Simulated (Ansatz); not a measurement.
# YbCo3B2: the cost of one run

All numbers below are computed with Ansatz 0.2.0 (DFT PBEsol, scalar-relativistic, plane waves, PAW).

2 further runs of the same task are left out: 2 set aside as unsound or not needed. Runs told in other sessions of the task aren't counted.

## Step 1: The system as given

The cell holds 17 atoms (B5Co9Yb3): a = 5.756 Å, b = 5.756 Å, c = 5.756 Å, α = 96.79°, β = 96.79°, γ = 96.79°.

The coordinates of this cell stand in the input of its own run.

The host was relaxed before at PBEsol: a = 4.970 Å, b = 4.970 Å, c = 2.904 Å, α = 90.00°, β = 90.00°, γ = 120.00° (conventional cell), 10.352 Å³/atom.

Places, in fractions of the supercell: a vacancy on B at (0.667, 0.333, 0.000). Its neighbours start displaced at random, with a spread of 0.05 Å in each coordinate.

## Step 2: The perfect crystal in the supercell of 18 atoms

input.yaml

```yaml
crystal:
  lattice:
    - [4.9696189953, -2.9e-09, -2.9039803054]
    - [-2.4848095002, -4.3038162956, -2.9039803054]
    - [-2.4848094951, 4.3038162985, -2.9039803054]
  atoms:
    - { symbol: Yb, position: [0.0, 0.0, 0.0] }
    - { symbol: Yb, position: [0.6666666667, 0.6666666667, 0.6666666667] }
    - { symbol: Yb, position: [0.3333333333, 0.3333333333, 0.3333333333] }
    - { symbol: Co, position: [0.5, 1.0, 0.0] }
    - { symbol: Co, position: [0.1666666667, 0.6666666667, 0.6666666667] }
    - { symbol: Co, position: [0.8333333333, 0.3333333333, 0.3333333333] }
    - { symbol: Co, position: [0.6666666667, 0.1666666667, 0.6666666667] }
    - { symbol: Co, position: [0.3333333333, 0.8333333333, 0.3333333333] }
    - { symbol: Co, position: [0.0, 0.5, 0.0] }
    - { symbol: Co, position: [0.3333333333, 0.3333333333, 0.8333333333] }
    - { symbol: Co, position: [0.0, 1.0, 0.5] }
    - { symbol: Co, position: [0.6666666667, 0.6666666667, 0.1666666667] }
    - { symbol: B, position: [0.6666666667, 0.3333333333, 0.0] }
    - { symbol: B, position: [0.3333333333, 1.0, 0.6666666667] }
    - { symbol: B, position: [1.0, 0.6666666667, 0.3333333333] }
    - { symbol: B, position: [0.6666666667, 1.0, 0.3333333333] }
    - { symbol: B, position: [0.3333333333, 0.6666666667, 1.0] }
    - { symbol: B, position: [0.0, 0.3333333333, 0.6666666667] }
basis:
  ecutwfc: 420
  xc_grid: 2
kpoints:
  mp_grid: { grid: [4, 4, 4], shift: [0.5, 0.5, 0.5] }
hamiltonian:
  xc: pbesol
scf:
  occupations: { method: gaussian, width: 0.05 }
output:
  forces: true
  stress: true
  eigenvalues: true
```

Launch:

```bash
> ansatz run input.yaml --threads 8 --pin off --max-ram 14336MiB --backend cpu --events-out ev --progress --plain --runs-dir out
```

Q: Estimate wall time and peak memory on 8 threads of AMD EPYC 9B45 (Zen 5), shared host.

About 2 s, with a peak of 1.4 GiB.
